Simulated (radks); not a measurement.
# Cu³⁺ in [Ne] 3s2 3p5 3d9: an all-electron calculation

An exercise on one series of results from a longer session: the logs are not shown, and one member is left open.

Method: scalar-relativistic Kohn-Sham, BP86, spin-unpolarised, spherical densities, point nucleus. Code: radks (a radial shooting solver on a logarithmic mesh, Libxc functionals) version 1.

### The atom as given

| Item | Value |
| --- | --- |
| element | copper (Z = 29) |
| charge | +3 |
| electrons | 26 |
| configuration | [Ne] 3s2 3p5 3d9 |

The outer shells:

Cu³⁺
```
[Ne] core
3s [↑↓]
3p [↑↓][↑↓][↑ ]
3d [↑↓][↑↓][↑↓][↑↓][↑ ]
```

The first run:

The run's settings:

```text
Z 29
configuration [Ne] 3s2 3p5 3d9
relativity scalar-relativistic
functional b88,p86
spin unpolarised
nucleus point
c 137.035999084
```

One table of the session follows, with a row left open; its other results are not shown here.

It belongs to the step «Shells». From the orbitals of this run (lengths in bohr):

```
level      <r>  outermost maximum (interpolated)  90 % within  nodes
   1s  0.05212                            0.0341       0.0931      0
   2s   0.2351                             0.197        0.364      1
   2p   0.2063                             0.158        0.337      0
   3s   0.7046                             0.611         1.05      2
   3p        ?                                 ?            ?      ?
   3d   0.8498                             0.587         1.44      0
```

Estimate the missing values for 3p.

**Answer.** <r>: 0.7352; outermost maximum (interpolated): 0.616; 90 % within: 1.13; nodes: 1. In the column «<r>» it lies between 3s (0.7046) and 3d (0.8498).
